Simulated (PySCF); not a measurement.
# C2H7BO2Si: the cost of one run

Programs: PySCF 2.14.0, with density-fitted response routines of our own. Each step states its level of theory. These are calculated values for one molecule in the gas phase, unless marked as measured. Atoms are numbered from 0 throughout.

## Step 1: The molecule as given

13 atoms, charge 0, multiplicity 1; geometry from: GFN2-xTB. The atoms were then displaced at random by about 0.01 Å, so the start is not that level's minimum.

Bonds of the start (Å): O0–B1 1.35, B1–C2 1.61, C2–O3 1.37, O3–C4 1.43, C4–Si5 1.94, Si5–B1 1.98, O0–H6 0.94, C2–H7 1.10, C2–H8 1.13, C4–H9 1.08, C4–H10 1.12, Si5–H11 1.47, Si5–H12 1.49.

## Step 2: Relaxing the molecule at PBE0-D3(BJ)/def2-SVP

Job settings and geometry (Å):

```
{"job": {"xc": "PBE0", "basis": "def2-SVP", "d3": "d3bj", "grid": 1, "shake": 0.01, "kind": "geom"}, "charge": 0, "multiplicity": 1}
O      2.416510     0.618510    -0.140670
B      1.108670     0.291040    -0.138230
C      0.546140    -1.207410     0.036240
O     -0.775740    -1.278460    -0.319210
C     -1.559010    -0.175590     0.154910
Si    -0.517200     1.407300    -0.244560
H      3.074920    -0.042050    -0.061920
H      1.083480    -1.959900    -0.568100
H      0.676970    -1.514040     1.120860
H     -2.527020    -0.233880    -0.318090
H     -1.733830    -0.283560     1.256010
H     -0.805710     2.434680     0.768220
H     -0.982370     1.926490    -1.555790
```

Run with:

```
> OMP_NUM_THREADS=1 python probes_run.py task.json out
```

One launch serves the whole session: the jobs run in the order shown.

**Question.** How long does this first job take on 1 thread of Intel Xeon Platinum 8259CL at 2.50GHz, shared host, and how much memory does it need?

About 72 s, with a peak of 0.52 GiB.
